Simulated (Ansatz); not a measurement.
## Sc, space group P4/nmm: a scan of one input key, step by step

Computed with Ansatz 0.2.0 through its Python package.

The cells in order, each with its output:

**Cell 1**
```python
import ansatz
```

**Cell 2**
```python
system = (
    ansatz.Lattice.from_parameters(4.73, 4.73, 3.18, alpha=90, beta=90, gamma=90)
    .space_group(129, hermann_mauguin='P4/nmm', origin_choice=1)
    .atom('Sc', (0.0, 0.0, 0.0))
    .atom('Sc', (0.0, 0.5, 0.625))
)
```

**Cell 3**
```python
model = system.calculation()
model = model.kpoints(5, 5, 7)
model = model.functional('pbesol')
model = model.occupations('Fermi-Dirac', width=0.1)
model = model.basis(450).band_table()
typed = model.input()
rows = []
for value in [0.0001, 1e-06, 1e-08]:
    edited = typed.set(ansatz.key.scf.convergence.dr2_threshold, value)
    r = ansatz.Session.from_dict(edited).plan().execute().report
    rows.append((value, r['free_energy_ev'], r['n_iterations'], len(r['eigenvalues_ev'][0]) if 'eigenvalues_ev' in r else 0))
lines = [','.join(['threshold eV', 'F eV', 'iterations', 'bands listed'])] + [','.join(f'{v:.4f}' if isinstance(v, float) else str(v) for v in row) for row in rows]
print('\n'.join(lines))
with open('edit.csv', 'w') as handle:
    handle.write('\n'.join(lines) + '\n')
```
Output:
```text
threshold eV,F eV,iterations,bands listed
0.0001,-8443.4823,6,27
0.0000,-8443.4823,6,27
0.0000,-8443.4823,7,27
```

Total energies depend on the potentials; only differences at equal settings carry meaning. A total without «per atom» is that of the cell as typed. No spin polarisation was allowed. The mesh is modest for a metal, so energies can be off by several to tens of meV an atom and pressures by half a GPa or more; differences at equal mesh fare better. Of the deposited cell: the entry's cell lengths or inner coordinates differ somewhat from later room-temperature determinations. This isn't the structure that Sc takes at ambient conditions. Hardware and time: 19 s on 1 thread of AMD EPYC 7571, with other jobs on the host, peak memory 0.42 GiB.
